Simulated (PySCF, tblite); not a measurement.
**C9H15B: geometry, infrared bands and NMR shifts**

Aim: predict the infrared bands and NMR shifts of C9H15B (`C#CB/C=C\CC(C)(C)C`).

Programs: tblite 0.8.0 and PySCF 2.14.0, with density-fitted response routines of our own. Each step states its level of theory. These are calculated values for one molecule in the gas phase, unless marked as measured. Atoms count from 0, in the outputs and in this text.

## (1) The molecule as given

25 atoms, charge 0, multiplicity 1; geometry from: force field or distance geometry start.

Bonds of the start (Å): C0–C1 1.22, C1–B2 1.54, B2–C3 1.56, C3–C4 1.34, C4–C5 1.48, C5–C6 1.51, C6–C7 1.50, C6–C8 1.54, C6–C9 1.51, C0–H10 1.05, B2–H11 1.20, C3–H12 1.08, C4–H13 1.09, C5–H14 1.09, C5–H15 1.14, C7–H16 1.11, C7–H17 1.12, C7–H18 1.10, C8–H19 1.10, C8–H20 1.11, C8–H21 1.09, C9–H22 1.09, C9–H23 1.09, C9–H24 1.12.

## (2) Geometry optimisation with GFN2-xTB

The job: settings as JSON, then the geometry in Å.

```
{"job": {"kind": "relax", "xc": "GFN2-xTB", "basis": "xTB"}, "charge": 0, "multiplicity": 1}
C      4.890000     0.405400     0.686300
C      3.788700     0.722300     0.255500
B      2.401100     1.090500    -0.289100
C      1.745900     0.209100    -1.399000
C      0.736200    -0.635200    -1.158200
C      0.097800    -0.815700     0.161700
C     -1.371100    -0.471700     0.159400
C     -1.534400     0.965700    -0.236000
C     -1.833500    -0.566000     1.622000
C     -2.185000    -1.450200    -0.653000
H      5.829000     0.141100     1.072400
H      1.731900     1.768100     0.437500
H      2.172000     0.294900    -2.390300
H      0.342100    -1.227200    -1.988000
H      0.224600    -1.829400     0.541500
H      0.571100    -0.101900     0.917400
H     -1.767600     1.068000    -1.321000
H     -2.328000     1.487200     0.365000
H     -0.594600     1.521400    -0.076500
H     -2.923800    -0.434800     1.627300
H     -1.324800     0.263100     2.166300
H     -1.529700    -1.529000     2.041900
H     -2.082800    -1.262900    -1.726100
H     -3.240800    -1.354100    -0.396000
H     -1.825000    -2.478400    -0.412100
```

The run is started by

```bash
> OMP_NUM_THREADS=1 python probes_run.py task.json out
```

This one command runs all jobs of the session in turn.

**Question.** This job is followed by: GFN2-xTB harmonic vibrations, gas phase; GIAO PBE0/pcSseg-1 NMR shielding, non-relativistic, gas phase. Predict these results of the whole session: strongest single infrared mode (GFN2-xTB); zero-point energy (GFN2-xTB); ¹³C shifts against TMS (PBE0/pcSseg-1, means over atoms taken as alike); ¹H shifts against TMS (PBE0/pcSseg-1, means over atoms taken as alike); ¹¹B shifts against BF3·OEt2 (PBE0/pcSseg-1).

**Answer**, as computed:

| quantity | value |
| --- | --- |
| strongest single infrared mode (GFN2-xTB) | 1639 cm⁻¹, 188 km/mol |
| zero-point energy (GFN2-xTB) | 133.0 kcal/mol |
| ¹³C shifts against TMS (PBE0/pcSseg-1, means over atoms taken as alike) | 170.6, 148.8, 130.0, 102.3, 50.0, 33.5, 31.3 ppm |
| ¹H shifts against TMS (PBE0/pcSseg-1, means over atoms taken as alike) | 7.44, 7.02, 6.49, 4.36, 2.45, 0.93 ppm |
| ¹¹B shifts against BF3·OEt2 (PBE0/pcSseg-1) | 51.7 ppm |

What this shows: The optimisation took 293 steps and gained 0.608 eV; among the close pairs (by a distance rule), C5–H15 changed most, from 1.142 to 1.090 Å. No mode is imaginary among the 69: a minimum at this level. The strongest single mode, at 1639 cm⁻¹, moves mainly C4 and C3. Unscaled tight-binding wavenumbers are off by several per cent, some by more. Its intensities can rank the bands wrongly. At PBE0/pcSseg-1: The widest tensor belongs to C1: span 313 ppm, with a paramagnetic part of -169 ppm.
